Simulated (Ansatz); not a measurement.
PtSe, 2 atoms in the cell. It takes space group F-43m (No. 216, cubic). Conventional cell: a = 6.075 Å, b = 6.075 Å, c = 6.075 Å, α = 90.00°, β = 90.00°, γ = 90.00°. Pt (site symmetry -43m) is surrounded by 4 Se at 2.63 Å. Se (site symmetry -43m) has 4 Pt at 2.63 Å as nearest neighbours. The cell comes from a database or a generator and needn't be the stable form of this composition.

| Item | Value |
| --- | --- |
| Program | Ansatz 0.2.0 |
| Task | single point |
| Functional | HF |
| Potentials or basis | Ansatz PAW |
| Cutoff | 420 eV (not typed: the program's choice for these potentials) |
| k mesh | 4 × 4 × 4 |
| Occupations | fermi-dirac, width 0.05 eV |
| Spin | no spin polarisation |

Hardware: 1 × NVIDIA H100 80GB HBM3 with 2 threads of AMD EPYC 7R13 Processor (Zen 3) (shared host).

Problem. Estimate the wall time of this run.

Solution. Wall time 13 s on 1 × NVIDIA H100 80GB HBM3 with 2 threads of AMD EPYC 7R13 Processor (Zen 3) (shared host), peak memory 1.8 GiB. Counts: scf iterations 41, plane waves 1067, k points 8, bands 21.
